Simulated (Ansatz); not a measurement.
**Lithium, beta-Sn type under r²SCAN: ground state and equation of state**

What does r²SCAN give for lithium in the beta-Sn type structure? We relax it, solve it on a dense k-mesh, switch on spin-orbit coupling, then scale the cell to 7 volumes from 88 to 112 % of the relaxed one and try a fit of the equation of state. The k-meshes are 12×12×8 for the relaxation; 22×22×10 for the dense run; 13×13×6 for spin-orbit coupling; 15×15×7 for the volumes.

Computed with Ansatz 0.2.0 (DFT r2SCAN, plane waves (500 eV) with PAW, scalar-relativistic; PBE-made PAW files, unless a step says otherwise).

## Step 1: The starting structure

The structure is tetragonal, space group I4_1/amd (No. 141). Conventional cell: a = 5.498 Å, b = 5.498 Å, c = 3.002 Å, α = 90.00°, β = 90.00°, γ = 90.00°. Around Li (site symmetry -4m2) lie 6 Li at 2.85 to 3.00 Å.

Structure file:

```
Li
1.0
    -2.74916    2.74916    1.50104
     2.74916   -2.74916    1.50104
     2.74916    2.74916   -1.50104
Li
2
Direct
  0.00000 0.00000 0.00000
  0.75000 0.25000 0.50000
```

## Step 2: Relaxation of the cell

input.yaml reads:

```yaml
crystal:
  lattice:
    - [-2.7491560018, 2.7491560018, 1.501039177]
    - [2.7491560018, -2.7491560018, 1.501039177]
    - [2.7491560018, 2.7491560018, -1.501039177]
  atoms:
    - { symbol: Li, position: [0.0, 0.0, 0.0] }
    - { symbol: Li, position: [0.75, 0.25, 0.5] }
hamiltonian:
  xc: r2scan
  pseudopotentials:
    kind: paw
    azcp:
      Li: "pseudopotentials/Li.paw.azcp"
basis:
  ecutwfc: 500
  fft_grid_basis: typed
kpoints:
  mp_grid: { grid: [12, 12, 8], shift: [0, 0, 0] }
magnetization:
  spin_polarized: false
scf:
  occupations: { method: fermi_dirac, width: 0.1 }
relax:
  max_steps: 60
  f_tol: 0.01
  cell: {}
```

Launch:

```console
$ ansatz run input.yaml --threads 1 --pin off --max-ram 3584MiB --backend cpu --events-out ev --progress --plain --runs-dir out
```

After this run come: Single point on a dense mesh; Spin-orbit coupling switched on; Volume × 0.88; Volume × 0.92; Volume × 0.96; Volume × 1.0; Volume × 1.04; Volume × 1.08; Volume × 1.12.

Q: Predict the outcome of this session. Wanted: space group; conventional cell; volume; shortest distance; gap on the mesh; relative to bcc; V₀, B₀, B₀′.

As calculated:

| quantity | value |
| --- | --- |
| space group (spins left aside) | C2/c (No. 15) |
| conventional cell | a = 3.105 Å, b = 5.365 Å, c = 5.043 Å, β = 90.27° |
| volume | 21.002 Å³/atom |
| shortest distance | 3.087 Å |
| gap on the mesh | none (levels filled in part) |
| relative to bcc | -2 meV/atom |
| V₀, B₀, B₀′ | 20.995 Å³/atom, 13.0 GPa, 3.3 |

What this shows: From the guessed start the volume shrank by 7.4 % in 25 steps. The cell has left its prototype: it ends as hcp. What follows belongs to that structure, not to the type named at the start. The mesh has less symmetry than the lattice, which may have let the distortion in. It lies 2 meV/atom below the element's reference form at the same level (bcc, from a run of its own), within what mesh and smearing can decide. Levels at the Fermi energy are filled in part, as in a metal. The total energy of the spin-orbit run (on a coarser mesh) lies +4 meV/atom from the scalar one; mesh and treatment of the core enter this figure, so it is no spin-orbit energy. The fitted modulus is 13.0 GPa, a soft solid; letting shape and positions relax at each volume could only lower it.
